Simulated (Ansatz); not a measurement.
# CH6O3SZr: a ladder of functionals and wavefunction methods

An exercise on one series of results from a longer session: the logs are not shown, and one member is left open.

Program: Ansatz 0.2.0, Gaussian basis. Level of theory: functionals in def2-TZVPP, the program's frozen cores in correlated methods. These are calculated values, not measurements.

The runs, in order: LDA (SPW92), PBE-D4, revPBE-D4, BLYP-D4, r2SCAN-D4, B97M-V, PBE0-D4, B3LYP-D4, r2SCANh-D4, r2SCAN0-D4, HSE06-D4, BHLYP-D4, CAM-B3LYP-D4, LC-ωPBE, ωB97X-V, ωB97M-V, B2PLYP, PBE-QIDH; CCSD(T)/def2-SVP; CCSD(T)/def2-TZVPP; MP2/def2-QZVPP; extrapolation to the limit; RPA on PBE.

## The relaxed structure

An earlier PBE0-D4 in a triple-zeta def2 set relaxation fixed the geometry. Zr takes the def2 core potential; no spin-orbit term is included.

SMILES `C[O][Zr]([OH])([OH])[SH]`, 12 atoms, charge 0, spin multiplicity 1.

Atoms are counted from 1 here; the program's logs count them from 0.

Bond lengths: C1–O2 1.388 Å, C1–H7 1.095 Å, C1–H8 1.095 Å, C1–H9 1.095 Å, O2–Zr3 1.906 Å, Zr3–O4 1.920 Å, Zr3–O5 1.916 Å, Zr3–S6 2.484 Å, O4–H10 0.952 Å, O5–H11 0.952 Å, S6–H12 1.346 Å. Angles: O2–C1–H7 110.6°, O2–C1–H8 110.5°, O2–C1–H9 110.3°, H7–C1–H8 108.4°, H7–C1–H9 108.5°, H8–C1–H9 108.4°, C1–O2–Zr3 177.7°, O2–Zr3–O4 108.6°, O2–Zr3–O5 110.7°, O2–Zr3–S6 108.8°, O4–Zr3–O5 113.8°, O4–Zr3–S6 108.9°, O5–Zr3–S6 105.9°, Zr3–O4–H10 168.3°, Zr3–O5–H11 165.7°, Zr3–S6–H12 91.9°.

Set-up of the first run:

File in.yaml:

```yaml
crystal:
  periodic: [false, false, false]
  atoms:
    - {symbol: C, position_ang: [0.019838, -1.532380, 1.711769]}
    - {symbol: O, position_ang: [-0.031181, -0.671159, 0.624039]}
    - {symbol: Zr, position_ang: [-0.104292, 0.569892, -0.820193]}
    - {symbol: O, position_ang: [1.689780, 0.998558, -1.352616]}
    - {symbol: O, position_ang: [-1.191397, -0.109505, -2.244711]}
    - {symbol: S, position_ang: [-1.227709, 2.642961, -0.037769]}
    - {symbol: H, position_ang: [1.058636, -1.740559, 1.989713]}
    - {symbol: H, position_ang: [-0.471900, -2.481460, 1.473358]}
    - {symbol: H, position_ang: [-0.487806, -1.087299, 2.573884]}
    - {symbol: H, position_ang: [2.560907, 1.056163, -1.731764]}
    - {symbol: H, position_ang: [-1.666972, -0.657125, -2.861928]}
    - {symbol: H, position_ang: [-0.147882, 3.011915, 0.676217]}
basis:
  gaussian: {orbitals: def2-TZVPP}
hamiltonian: {xc: lda}
output: {orbitals: {seedname: orbitals}}
```

On the command line:

```console
> ansatz run in.yaml --threads 2 --pin off --events-out ev --progress --plain --max-ram 32768MiB --backend cpu
```

Among the steps run: LDA; PBE-D4 (GGA); revPBE-D4 (GGA); BLYP-D4 (GGA); r2SCAN-D4 (meta-GGA); B97M-V (meta-GGA); B3LYP-D4 (hybrid); r2SCANh-D4 (hybrid); r2SCAN0-D4 (hybrid); HSE06-D4 (hybrid); BHLYP-D4 (hybrid); CAM-B3LYP-D4 (range-separated); LC-ωPBE (range-separated); ωB97X-V (range-separated); ωB97M-V (range-separated); B2PLYP (double hybrid); PBE-QIDH (double hybrid).

One table of the session follows, with a row left open; its other results are not shown here.

It belongs to the step «Frontier levels by functional». 

```
  functional  HOMO (eV)  gap (eV)
 LDA (SPW92)      -5.81      4.40
      PBE-D4      -5.67      4.47
   revPBE-D4      -5.61      4.50
     BLYP-D4          ?         ?
   r2SCAN-D4      -5.95      4.96
      B97M-V      -6.02      5.02
     PBE0-D4      -6.89      6.57
    B3LYP-D4      -6.63      6.06
  r2SCANh-D4      -6.40      5.73
  r2SCAN0-D4      -7.08      6.89
    HSE06-D4      -6.49      5.79
    BHLYP-D4      -7.95      8.17
CAM-B3LYP-D4      -8.17      8.52
     LC-ωPBE      -9.55     10.89
     ωB97X-V      -9.20     10.42
     ωB97M-V      -9.05      9.70
```

Q: Estimate the row for BLYP-D4 from the others.

Worked estimate for «HOMO (eV)». Against the share of exact exchange, B3LYP-D4 (0.2, -6.63), BHLYP-D4 (0.5, -7.95) give a slope of -4.40 per unit share; at 0 the line stands at -5.75.

As computed: HOMO (eV): -5.50; gap (eV): 4.41. In «HOMO (eV)» the line misses by -0.25.
